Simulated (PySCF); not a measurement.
# NaSb: from the state search to spectroscopic constants

One table from this session's results is given with a row withheld; the runs are named, their logs left out.

Method: Na def2-SVP, Sb def2-SVP with ECP28, scalar-relativistic core potentials; program: PySCF 2.14.0.

Set-up of the first run:

The job is set up so:

```
atoms                         : Na, Sb
charge                        : 0
basis                         : Na def2-SVP, Sb def2-SVP with ECP28
Hamiltonian                   : scalar-relativistic core potentials
basis functions               : 41
electrons treated             : 34
masses in u                   : 22.9898, 120.9038
levels                        : PBE0, PBE, r²SCAN, BP86, TPSS, B3LYP, ωB97X, HF, MP2, SCS-MP2, CCSD, CCSD(T)
grid                          : 80 radial by 434 angular points
occupations                   : held fixed by the projection of orbital angular momentum
dissociation limit            : Na + Sb, each in its ground configuration
starting distance in angstrom : 2.940
values of 2S to try           : 0, 2, 4
```

Command:

```
OMP_NUM_THREADS=1 python dia.py task.json out
```

Among the steps run: Set-up; The PBE0 curve of the state that the search chose; Other states along the same grid; PBE (GGA); r²SCAN; BP86; TPSS (meta-GGA); B3LYP; ωB97X; ROHF (mean field); Adding correlation.

One of the session's tables, all rows but one given; the rest of the session is left out.

It belongs to the step «Constants by level of theory». 

```
       level  Re (Å)  ωe (cm⁻¹)  De (eV)
        ROHF   2.968      205.1    0.162
    ROHF-MP2   2.969      202.5     0.74
ROHF-SCS-MP2   2.976      200.3     0.75
   ROHF-CCSD   2.993      191.4     0.79
ROHF-CCSD(T)   3.000      188.6     0.83
         PBE   2.947      193.3     1.28
        BP86   2.950      192.6     1.32
        TPSS   2.959      193.5     1.33
      r²SCAN   2.948      196.1     1.24
       B3LYP   2.932      199.8     1.28
        PBE0       ?          ?        ?
       ωB97X   2.910      210.6     1.54
```

Q: Estimate the row for PBE0 from the others.

**Answer.** Re (Å): 2.931; ωe (cm⁻¹): 200.2; De (eV): 1.18. In the column «Re (Å)» it lies between ωB97X (2.910) and B3LYP (2.932).

De is counted to Na + Sb in their ground configurations.
